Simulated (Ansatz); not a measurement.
# La (bcc type): the cost of one run

Computed with Ansatz 0.2.0 (DFT, LDA, PAW with Ansatz's default frozen-core files, scalar-relativistic, unless a step's input says otherwise).

## Step 1: Starting point

It takes space group Im-3m (No. 229, cubic). The conventional cell has a = 4.017 Å, b = 4.017 Å, c = 4.017 Å, α = 90.00°, β = 90.00°, γ = 90.00°. Around La (site symmetry m-3m) lie 8 La at 3.48 Å.

Structure file:

```
La
1.0
    -2.00846    2.00846    2.00846
     2.00846   -2.00846    2.00846
     2.00846    2.00846   -2.00846
La
1
Direct
  0.00000 0.00000 0.00000
```

## Step 2: Cell relaxed at zero pressure, PAW

input.yaml reads:

```yaml
crystal:
  lattice:
    - [-2.0084641287, 2.0084641287, 2.0084641287]
    - [2.0084641287, -2.0084641287, 2.0084641287]
    - [2.0084641287, 2.0084641287, -2.0084641287]
  atoms:
    - { symbol: La, position: [0.0, 0.0, 0.0] }
kpoints:
  mp_grid: { grid: [14, 14, 14] }
scf:
  occupations: { method: fermi_dirac, width: 0.08 }
hamiltonian:
  xc: lda
  pseudopotentials: { kind: paw }
output:
  forces: true
  stress: true
relax:
  f_tol: 0.005
  max_steps: 40
  cell: {}
```

Run with:

```bash
$ ansatz run input.yaml --threads 1 --pin off --max-ram 3584MiB --backend cpu --events-out ev --progress --plain --runs-dir out
```

**Question.** How long does this run take on 1 thread of Arm Neoverse V1, shared host, and how much memory does it need?

About 6.6 s, with a peak of 0.32 GiB.
